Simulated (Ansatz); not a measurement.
# ClGeH2O radical: up Jacob's ladder to CCSD(T)

The task here is to estimate one member of a computed series from the others.

Method: functionals in def2-TZVPP, the program's frozen cores in correlated methods; program: Ansatz 0.2.0, Gaussian basis.

The runs, in order: LDA (SPW92), PBE-D4, revPBE-D4, BLYP-D4, r2SCAN-D4, B97M-V, PBE0-D4, B3LYP-D4, r2SCANh-D4, r2SCAN0-D4, HSE06-D4, BHLYP-D4, CAM-B3LYP-D4, LC-ωPBE, ωB97X-V, ωB97M-V, B2PLYP, PBE-QIDH; CCSD(T)/def2-SVP; CCSD(T)/def2-TZVPP; MP2/def2-QZVPP; extrapolation to the limit; RPA on PBE.

**Structure used throughout**

The geometry comes from an earlier relaxation with PBE0-D4 in a triple-zeta def2 set; it is a stationary point.

SMILES `[O][GeH2][Cl]`, 5 atoms, charge 0, spin multiplicity 2.

Atoms are counted from 1 here; the program's logs count them from 0.

Bond lengths: O1–Ge2 1.781 Å, Ge2–Cl3 2.144 Å, Ge2–H4 1.531 Å, Ge2–H5 1.531 Å. Angles: O1–Ge2–Cl3 110.7°, O1–Ge2–H4 106.5°, O1–Ge2–H5 106.5°, Cl3–Ge2–H4 108.2°, Cl3–Ge2–H5 108.2°, H4–Ge2–H5 116.7°.

Set-up of the first run:

Input file in.yaml:

```yaml
crystal:
  periodic: [false, false, false]
  atoms:
    - {symbol: O, position_ang: [-0.272400, -0.591762, 1.625463]}
    - {symbol: Ge, position_ang: [0.123724, -0.081159, -0.034462]}
    - {symbol: Cl, position_ang: [-1.347107, 1.290083, -0.778881]}
    - {symbol: H, position_ang: [0.081036, -1.343780, -0.899000]}
    - {symbol: H, position_ang: [1.464647, 0.653017, 0.045380]}
basis:
  gaussian: {orbitals: def2-TZVPP}
magnetization: {spin_polarized: true, initial_magnetization: 1}
hamiltonian: {xc: lda}
output: {orbitals: {seedname: orbitals}}
```

Among the steps run: LDA; PBE-D4 (GGA); revPBE-D4 (GGA); BLYP-D4 (GGA); r2SCAN-D4 (meta-GGA); B97M-V (meta-GGA); PBE0-D4 (hybrid); B3LYP-D4 (hybrid); r2SCANh-D4 (hybrid); r2SCAN0-D4 (hybrid); HSE06-D4 (hybrid); BHLYP-D4 (hybrid); CAM-B3LYP-D4 (range-separated); LC-ωPBE-D4 (range-separated; the results give it without D4); ωB97X-V (range-separated); ωB97M-V (range-separated); B2PLYP (double hybrid); PBE-QIDH (double hybrid).

One of the session's tables, all rows but one given; the rest of the session is left out.

It belongs to the step «Frontier levels by functional». 

```
  functional  HOMO (eV)  LUMO (eV)  gap (eV)
 LDA (SPW92)          ?          ?         ?
      PBE-D4      -7.27      -6.42      0.85
   revPBE-D4      -7.23      -6.28      0.96
     BLYP-D4      -7.17      -6.39      0.79
   r2SCAN-D4      -7.76      -5.71      2.05
      B97M-V      -7.90      -5.67      2.23
     PBE0-D4      -9.07      -4.61      4.47
    B3LYP-D4      -8.78      -5.18      3.60
  r2SCANh-D4      -8.41      -5.05      3.36
  r2SCAN0-D4      -9.36      -4.06      5.30
    HSE06-D4      -8.66      -5.02      3.65
    BHLYP-D4     -10.43      -2.82      7.61
CAM-B3LYP-D4     -10.53      -3.50      7.03
     LC-ωPBE     -11.95      -2.01      9.94
     ωB97X-V     -11.58      -2.36      9.21
     ωB97M-V     -11.40      -2.38      9.02
```

Estimate the missing values for LDA (SPW92).

As computed: HOMO (eV): -7.24; LUMO (eV): -6.95; gap (eV): 0.30. In the column «HOMO (eV)» it lies between PBE-D4 (-7.27) and revPBE-D4 (-7.23).
